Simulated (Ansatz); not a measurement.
Write a Python script for the Python package of Ansatz (0.2.0) that makes a rigid scan of one bond length of CH₄B₂O, SMILES BB1CO1. Level of theory (for the species named): r2SCAN, def2-SVP basis, multiplicity 1.

```yaml
atoms:
  - { symbol: B, position_ang: [-0.9130, 1.2565, -0.3373] }
  - { symbol: B, position_ang: [-0.2429, -0.1904, -0.3081] }
  - { symbol: C, position_ang: [0.7621, -1.0752, 0.4535] }
  - { symbol: O, position_ang: [0.7254, -1.2326, -0.8889] }
  - { symbol: H, position_ang: [-1.2592, 1.7758, -1.4026] }
  - { symbol: H, position_ang: [-1.1697, 1.9003, 0.6553] }
  - { symbol: H, position_ang: [0.3943, -1.9191, 1.0499] }
  - { symbol: H, position_ang: [1.7951, -0.5724, 0.7223] }
```

Script `run_scan.py`:
```python
"""Stretching a bond of CH4B2O, the rest held rigid."""

import ansatz as az
import numpy as np

BASIS = "def2-SVP"
FUNCTIONAL = "r2scan"

GEOMETRY = """
B    -0.91300    1.25650   -0.33730
B    -0.24290   -0.19040   -0.30810
C     0.76210   -1.07520    0.45350
O     0.72540   -1.23260   -0.88890
H    -1.25920    1.77580   -1.40260
H    -1.16970    1.90030    0.65530
H     0.39430   -1.91910    1.04990
H     1.79510   -0.57240    0.72230
"""

mol = az.Crystal.molecule()
for line in GEOMETRY.strip().splitlines():
    symbol, *xyz = line.split()
    mol = mol.atom(symbol, [float(v) for v in xyz])

symbols = [site.symbol for site in mol.cartesian_sites]
start = np.array([site.position_ang for site in mol.cartesian_sites])
axis = (start[4] - start[0]) / np.linalg.norm(start[4] - start[0])
moving = [4]
lengths, energies = [1.087, 1.136, 1.185, 1.235, 1.284, 1.333, 1.383, 1.457], []
for length in lengths:
    xyz = start.copy()
    xyz[moving] += (length - np.linalg.norm(start[4] - start[0])) * axis
    point = az.Crystal.molecule()
    for symbol, place in zip(symbols, xyz):
        point = point.atom(symbol, place.tolist())
    base = (
        point.calculation()
        .basis(gaussian=BASIS)
        .functional(FUNCTIONAL)
    )
    summary = base.run(threads=1).report
    energies.append(summary["free_energy_ev"])
    print(f"r = {length:6.3f} A  E = {energies[-1]:.5f} eV  <S^2> = {abs(summary['mean_field']['state']['spin_squared']):.3f}")

# quartic fit about the minimum
fit = np.polynomial.Polynomial.fit(lengths, np.array(energies) - min(energies), 4).convert()
roots = [r.real for r in fit.deriv().roots() if abs(r.imag) < 1e-9 and fit.deriv(2)(r.real) > 0]
r_e = min(roots, key=lambda r: abs(r - lengths[int(np.argmin(energies))]))
print(f"minimum of the fit at {r_e:.4f} A, force constant {fit.deriv(2)(r_e):.2f} eV/A^2")
```

`python run_scan.py` gives:
```text
r =  1.087 A  E = -4492.15424 eV  <S^2> = 0.000
r =  1.136 A  E = -4492.29888 eV  <S^2> = 0.000
r =  1.185 A  E = -4492.36411 eV  <S^2> = 0.000
r =  1.235 A  E = -4492.36626 eV  <S^2> = 0.000
r =  1.284 A  E = -4492.31903 eV  <S^2> = 0.000
r =  1.333 A  E = -4492.23391 eV  <S^2> = 0.000
r =  1.383 A  E = -4492.11713 eV  <S^2> = 0.000
r =  1.457 A  E = -4491.90426 eV  <S^2> = 0.000
minimum of the fit at 1.2113 A, force constant 22.93 eV/A^2
```

Total energies depend on the basis set; only differences at equal settings carry meaning. The rest of the molecule is held rigid at a force-field or estimated start geometry, and the basis set is modest; single-reference methods fail as a bond breaks. The orbitals are restricted, so S² is zero by construction. Wall time of the script: 18 s on 1 thread of Arm Neoverse V2, on a shared host, peak memory 0.19 GiB.
